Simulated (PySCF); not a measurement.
**C3H11AlS2: electronic excitations at several levels of theory, part 1 of 2**

How much do the electronic excitations of C3H11AlS2 (`C[S][AlH2-][S+](C)C`) depend on the level of theory, and what does each level cost?

Computed with PySCF 2.14.0, with density-fitted response routines of our own, on a single molecule in the gas phase. Atoms are numbered from 0 throughout.

### Step 1. The starting structure

17 atoms, charge 0, multiplicity 1; geometry from: GFN2-xTB.

Bonds of the start (Å): C0–S1 1.82, S1–Al2 2.22, Al2–S3 2.46, S3–C4 1.82, S3–C5 1.81, C0–H6 1.09, C0–H7 1.09, C0–H8 1.09, Al2–H9 1.55, Al2–H10 1.55, C4–H11 1.09, C4–H12 1.09, C4–H13 1.09, C5–H14 1.09, C5–H15 1.09, C5–H16 1.09.

### Step 2. Optimising the geometry at PBE0-D3(BJ)/def2-SVP

The job: settings as JSON, then the geometry in Å.

```
{"job": {"xc": "PBE0", "basis": "def2-SVP", "d3": "d3bj", "grid": 1, "kind": "geom"}, "charge": 0, "multiplicity": 1}
C      2.970482     0.164073    -0.827053
S      1.274631    -0.503071    -0.860852
Al     0.799382     0.416482     1.103227
S     -1.653242     0.383445     1.252333
C     -2.031417     0.892101    -0.450633
C     -1.742486    -1.419494     1.071816
H      3.662145    -0.641956    -0.599867
H      3.056644     0.951150    -0.077502
H      3.185262     0.567735    -1.812053
H      1.011535     1.954118     1.119714
H      1.046615    -0.464619     2.354374
H     -1.833908     1.958303    -0.513646
H     -3.080680     0.695509    -0.648766
H     -1.391424     0.354092    -1.147258
H     -2.724694    -1.684286     0.692911
H     -0.957377    -1.767242     0.398345
H     -1.598463    -1.844310     2.061070
```

Log:

```text
step   0  E = -1158.83924230  max force = 0.012890
step   1  E = -1158.84481787  max force = 0.004788
step   2  E = -1158.84568310  max force = 0.002802
step   3  E = -1158.84717559  max force = 0.002804
step   4  E = -1158.84763305  max force = 0.002972
step   5  E = -1158.84914049  max force = 0.007423
step   6  E = -1158.84966943  max force = 0.004549
step   7  E = -1158.85024755  max force = 0.001510
step   8  E = -1158.85038213  max force = 0.001487
step   9  E = -1158.85050047  max force = 0.002119
step  10  E = -1158.85063371  max force = 0.000935
step  11  E = -1158.85069535  max force = 0.000534
step  12  E = -1158.85070445  max force = 0.000217
optimisation converged
```

Wall time 2.3 min (1 thread, shared host).

Step by step:

```
step  energy from step 0 (eV)  largest force component (eV/Å)
   0                   0.0000                          0.6628
   1                  -0.1517                          0.2462
   2                  -0.1753                          0.1441
   3                  -0.2159                          0.1442
   4                  -0.2283                          0.1528
   5                  -0.2693                          0.3817
   6                  -0.2837                          0.2339
   7                  -0.2995                          0.0776
   8                  -0.3031                          0.0765
   9                  -0.3064                          0.1090
  10                  -0.3100                          0.0481
  11                  -0.3117                          0.0275
  12                  -0.3119                          0.0112
```

Distances of close pairs at the start and the end, largest changes first:

```
   bond  before (Å)  after (Å)  change (Å)
 Al2–H9       1.552      1.597      +0.045
Al2–H10       1.550      1.595      +0.044
 Al2–S3       2.457      2.483      +0.026
 S1–Al2       2.220      2.238      +0.018
 C5–H14       1.086      1.098      +0.013
  S3–C4       1.817      1.804      -0.013
  C0–H8       1.086      1.099      +0.013
 C4–H12       1.086      1.098      +0.013
```

The next job starts from the end point, and lists it.

```
                         at the end point                value
  point group (found at 0.08 Å tolerance)                   C1
rotational constants (GHz, main isotopes)  2.533, 1.091, 1.017
                        dipole moment (D)                 4.44
```

### Step 3. TDDFT and polarisability: CAM-B3LYP/def2-SVPD

The job: settings as JSON, then the geometry in Å.

```
{"job": {"kind": "uv", "xc": "CAM-B3LYP", "basis": "def2-SVPD", "ip": true}, "charge": 0, "multiplicity": 1}
C      2.371653     0.279816    -1.119642
S      1.647742    -1.003824    -0.038465
Al     0.954086     0.203810     1.713968
S     -1.465207     0.383381     1.184669
C     -1.412932     0.897053    -0.544121
C     -1.856211    -1.368500     0.990296
H      3.392857     0.523969    -0.796375
H      1.777577     1.204704    -1.128548
H      2.414510    -0.122800    -2.141029
H      1.359920     1.747605     1.653261
H      0.790246    -0.629304     3.063650
H     -1.074076     1.941570    -0.560945
H     -2.418512     0.829677    -0.980914
H     -0.697922     0.258682    -1.084881
H     -2.866571    -1.475927     0.573009
H     -1.103843    -1.841098     0.341037
H     -1.820287    -1.817316     1.991833
```

With the program's defaults for keys left out, this is: TDDFT CAM-B3LYP/def2-SVPD, vertical, gas phase, core orbitals frozen in the response.

Log:

```text
coarse grid: 14952 points
cycle   1  E = -1159.1720296338  dE =  1.400e-01  |g| = 2.865e-01  |ddm| = 4.635e+00
cycle   2  E = -1159.1940470545  dE = -2.202e-02  |g| = 1.862e-01  |ddm| = 9.498e-01
cycle   3  E = -1159.2043324256  dE = -1.029e-02  |g| = 3.711e-02  |ddm| = 3.904e-01
cycle   4  E = -1159.2047733187  dE = -4.409e-04  |g| = 1.110e-02  |ddm| = 8.722e-02
cycle   5  E = -1159.2048072828  dE = -3.396e-05  |g| = 3.729e-03  |ddm| = 2.391e-02
cycle   6  E = -1159.2048114674  dE = -4.185e-06  |g| = 1.021e-03  |ddm| = 6.789e-03
final grid: 128104 points
cycle   7  E = -1159.3351163381  dE = -2.827e-05  |g| = 3.376e-03  |ddm| = 5.748e-02
cycle   8  E = -1159.3351167288  dE = -3.907e-07  |g| = 3.255e-03  |ddm| = 1.129e-02
cycle   9  E = -1159.3351194900  dE = -2.761e-06  |g| = 2.305e-04  |ddm| = 4.345e-03
cycle  10  E = -1159.3351195075  dE = -1.750e-08  |g| = 1.116e-04  |ddm| = 6.751e-04
cycle  11  E = -1159.3351195116  dE = -4.076e-09  |g| = 2.409e-05  |ddm| = 2.583e-04
cycle  12  E = -1159.3351195118  dE = -2.171e-10  |g| = 8.278e-06  |ddm| = 6.556e-05
converged SCF energy = -1159.3351195118

Static polarisability (au): isotropic 110.530, principal 102.556 108.502 120.532

Singlet excitations
state   eV       nm        f      main configurations
  1   5.6026    221.3   0.00333   H->L+4 0.26, H->L+2 0.24, H->L+1 0.17
  2   5.9102    209.8   0.03823   H->L+2 0.30, H->L 0.24, H->L+1 0.12
  3   6.0601    204.6   0.01525   H->L 0.31, H->L+2 0.19, H->L+1 0.17
  4   6.2129    199.6   0.02684   H->L+4 0.37, H->L+1 0.27
  5   6.6199    187.3   0.01447   H->L+3 0.28, H-1->L+2 0.10, H-1->L+3 0.09
  6   6.6507    186.4   0.00203   H->L+3 0.21, H-1->L+1 0.16, H-3->L+1 0.09
  7   6.7292    184.2   0.00128   H-3->L+1 0.26, H-1->L+2 0.20, H-1->L+3 0.09
  8   6.8834    180.1   0.11240   H-1->L 0.42, H-1->L+2 0.14
  9   6.9513    178.4   0.01352   H-1->L+4 0.24, H-1->L+2 0.20, H-1->L 0.12
 10   6.9925    177.3   0.00990   H->L+6 0.42, H->L+7 0.20

Triplet excitations (Tamm-Dancoff, eV): 5.1609 5.6326 5.7548 5.8784
Vertical ionisation energy (delta-SCF) = 8.4217 eV
```

It took 2.5 min on 1 thread, shared host.

The orbitals next to the gap, with their largest atomic shares:

```
orbital     eV                        atoms
 HOMO−3  -9.46    S3 48 %, Al2 14 %, C4 8 %
 HOMO−2  -9.36  Al2 36 %, H10 32 %, H9 20 %
 HOMO−1  -8.65    S1 59 %, Al2 15 %, C0 9 %
   HOMO  -7.68    S1 70 %, C0 11 %, Al2 5 %
   LUMO   0.74   S3 33 %, C4 12 %, Al2 11 %
 LUMO+1   0.84    S3 44 %, C5 12 %, H14 7 %
 LUMO+2   0.99   S3 36 %, Al2 20 %, S1 14 %
```

With each of the 10 states as a Gaussian band of 0.4 eV half-width at 1/e, the curve within the window shown has maxima at 204 nm (ε 3,100), 181 nm (ε 6,000) L/(mol cm). Beyond the last state computed it falls off for lack of states. The curve at chosen wavelengths:

| nm | ε (L/mol/cm) |
| --- | --- |
| 170 | 2141 |
| 173 | 3631 |
| 176 | 5053 |
| 179 | 5907 |
| 182 | 5947 |
| 185 | 5323 |
| 188 | 4431 |
| 192 | 3460 |
| 195 | 3108 |
| 198 | 3030 |
| 201 | 3081 |
| 204 | 3110 |
| 207 | 3024 |
| 210 | 2790 |
| 213 | 2435 |
| 216 | 2010 |
| 219 | 1574 |
| 222 | 1175 |
| 225 | 840 |
| 229 | 505 |
| 232 | 332 |
| 235 | 212 |
| 238 | 132 |
| 241 | 80 |
| 244 | 48 |
| 247 | 28 |

Further results of this job:

```
           property  computed
  dipole moment (D)      4.37
polarisability (Å³)     16.38
 HOMO–LUMO gap (eV)      8.42
      −ε(HOMO) (eV)      7.68
```

### Step 4. TDDFT and polarisability: wB97X-D/def2-SVPD

Settings changed since step 3:

```diff
@@ -1,2 +1,2 @@
-{"job": {"kind": "uv", "xc": "CAM-B3LYP", "basis": "def2-SVPD", "ip": true}, "charge": 0, "multiplicity": 1}
+{"job": {"kind": "uv", "xc": "wB97X-D", "basis": "def2-SVPD", "ip": true}, "charge": 0, "multiplicity": 1}
 C      2.371653     0.279816    -1.119642
```

Method: TDDFT wB97X-D/def2-SVPD, vertical, gas phase, core orbitals frozen in the response.

Log:

```text
coarse grid: 14952 points
cycle   1  E = -1159.1855149599  dE =  1.535e-01  |g| = 3.030e-01  |ddm| = 4.500e+00
cycle   2  E = -1159.2121600111  dE = -2.665e-02  |g| = 1.903e-01  |ddm| = 9.684e-01
cycle   3  E = -1159.2223460304  dE = -1.019e-02  |g| = 3.477e-02  |ddm| = 3.660e-01
cycle   4  E = -1159.2227862028  dE = -4.402e-04  |g| = 1.150e-02  |ddm| = 8.666e-02
cycle   5  E = -1159.2228265985  dE = -4.040e-05  |g| = 3.529e-03  |ddm| = 2.729e-02
cycle   6  E = -1159.2228313361  dE = -4.738e-06  |g| = 9.223e-04  |ddm| = 8.322e-03
final grid: 128104 points
cycle   7  E = -1159.3497551724  dE = -1.047e-04  |g| = 4.849e-03  |ddm| = 1.213e-01
cycle   8  E = -1159.3497591578  dE = -3.985e-06  |g| = 3.247e-03  |ddm| = 1.762e-02
cycle   9  E = -1159.3497618299  dE = -2.672e-06  |g| = 5.189e-04  |ddm| = 5.419e-03
cycle  10  E = -1159.3497619272  dE = -9.730e-08  |g| = 2.259e-04  |ddm| = 1.446e-03
cycle  11  E = -1159.3497619436  dE = -1.635e-08  |g| = 4.521e-05  |ddm| = 5.110e-04
cycle  12  E = -1159.3497619445  dE = -9.670e-10  |g| = 1.227e-05  |ddm| = 1.378e-04
converged SCF energy = -1159.3497619445

Static polarisability (au): isotropic 110.423, principal 102.509 108.544 120.217

Singlet excitations
state   eV       nm        f      main configurations
  1   5.7269    216.5   0.00308   H->L+4 0.37, H->L+2 0.23, H->L 0.13
  2   6.0606    204.6   0.03729   H->L+2 0.43, H->L+1 0.17, H->L+4 0.13
  3   6.1829    200.5   0.01480   H->L 0.50, H->L+3 0.13, H->L+2 0.10
  4   6.3197    196.2   0.02874   H->L+1 0.28, H->L+4 0.25, H->L+5 0.10
  5   6.7461    183.8   0.01335   H-1->L+2 0.22, H-1->L+3 0.18, H-1->L+1 0.14
  6   6.8183    181.8   0.00192   H-3->L 0.29, H->L 0.15, H-3->L+1 0.10
  7   6.8906    179.9   0.00424   H->L+3 0.43, H->L+5 0.12, H->L+1 0.10
  8   7.0262    176.5   0.08953   H-1->L+2 0.36, H-1->L+4 0.19, H-1->L+1 0.10
  9   7.0684    175.4   0.07934   H-1->L 0.39, H-1->L+1 0.10, H-1->L+5 0.09
 10   7.2220    171.7   0.00351   H->L+6 0.43, H->L+7 0.28

Triplet excitations (Tamm-Dancoff, eV): 5.3104 5.8349 5.8929 5.9962
Vertical ionisation energy (delta-SCF) = 8.4487 eV
```

It took 2.6 min on 1 thread, shared host.

This run: HOMO -8.22 eV, LUMO 1.61 eV; lowest singlet 5.73 eV.

(Continued in part 2 of 2.)
